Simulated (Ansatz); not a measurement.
# Hf3WO9: the cost of one run

Program: Ansatz 0.2.0. Level of theory: DFT PBE, scalar-relativistic, plane waves, PAW. These are calculated values, not measurements.

1 further run of the same task is left out (it didn't finish).

## 1. The structure to begin with

The cell holds 26 atoms (Hf6O18W2): a = 7.036 Å, b = 7.080 Å, c = 7.171 Å, α = 92.04°, β = 90.47°, γ = 89.79°.

It is the last frame of an earlier stage of the same melt, run at 3000 K.

Its coordinates follow in the input file.

## 2. A single point on the frame at 3000 K

The electrons keep the Fermi-Dirac width of that temperature.

input.yaml

```yaml
crystal:
  lattice:
    - [7.035453, 0.012944, -0.028723]
    - [0.012944, 7.079294, -0.126634]
    - [-0.028723, -0.126634, 7.170252]
  atoms:
    - { symbol: W, position: [0.1693302941, 0.1028610478, 0.9612240791] }
    - { symbol: W, position: [0.5125498285, 0.8243460223, 0.719284687] }
    - { symbol: O, position: [0.682201888, 0.157846225, 0.2228861693] }
    - { symbol: O, position: [0.6696050318, 0.4035753855, 0.925784694] }
    - { symbol: O, position: [0.9511387227, 0.6116823998, 0.0009836083] }
    - { symbol: O, position: [0.7389188124, 0.8097603076, 0.8125539444] }
    - { symbol: O, position: [0.9231609912, 0.1862391805, 0.7912973491] }
    - { symbol: O, position: [0.3658950923, 0.2822869297, 0.9181389007] }
    - { symbol: O, position: [0.3367209631, 0.9079178691, 0.108450701] }
    - { symbol: O, position: [0.9220174235, 0.8186145699, 0.4650161708] }
    - { symbol: O, position: [0.1933695712, 0.3997702226, 0.1677656761] }
    - { symbol: O, position: [0.5004138737, 0.9921806737, 0.5414105632] }
    - { symbol: O, position: [0.1699535074, 0.9220518007, 0.7450967374] }
    - { symbol: O, position: [0.9978741254, 0.0862751759, 0.1606608922] }
    - { symbol: O, position: [0.9124177325, 0.3487729883, 0.5076747737] }
    - { symbol: O, position: [0.1351648274, 0.7932145989, 0.4776681037] }
    - { symbol: O, position: [0.2862113894, 0.2581789129, 0.4374889689] }
    - { symbol: O, position: [0.553740024, 0.4156787051, 0.5387391245] }
    - { symbol: O, position: [0.7015308935, 0.5672102011, 0.220270875] }
    - { symbol: O, position: [0.3549551006, 0.6228853045, 0.7494746008] }
    - { symbol: Hf, position: [0.552183889, 0.2473892533, 0.7212088542] }
    - { symbol: Hf, position: [0.2392449387, 0.6507354643, 0.0078548017] }
    - { symbol: Hf, position: [0.8909445316, 0.3515822395, 0.1230271143] }
    - { symbol: Hf, position: [0.0676483606, 0.0947810607, 0.5352732825] }
    - { symbol: Hf, position: [0.5037754046, 0.3511150371, 0.2305016988] }
    - { symbol: Hf, position: [0.8914683957, 0.5290573512, 0.7004499878] }
basis:
  ecutwfc: 420
kpoints:
  mp_grid: { grid: [3, 3, 3] }
hamiltonian:
  xc: pbe
scf:
  occupations: { method: fermi_dirac, width: 0.2585 }
output:
  forces: true
  stress: true
  eigenvalues: true
  populations: true
```

The run is started by

```console
> ansatz run input.yaml --threads 2 --pin off --max-ram 5120MiB --backend cpu --events-out ev --progress --plain --runs-dir out
```

Q: Estimate wall time and peak memory on 2 threads of Intel Xeon Platinum 8259CL at 2.50GHz (Skylake/Cascade Lake), shared host.

About 80 s, with a peak of 1.4 GiB.
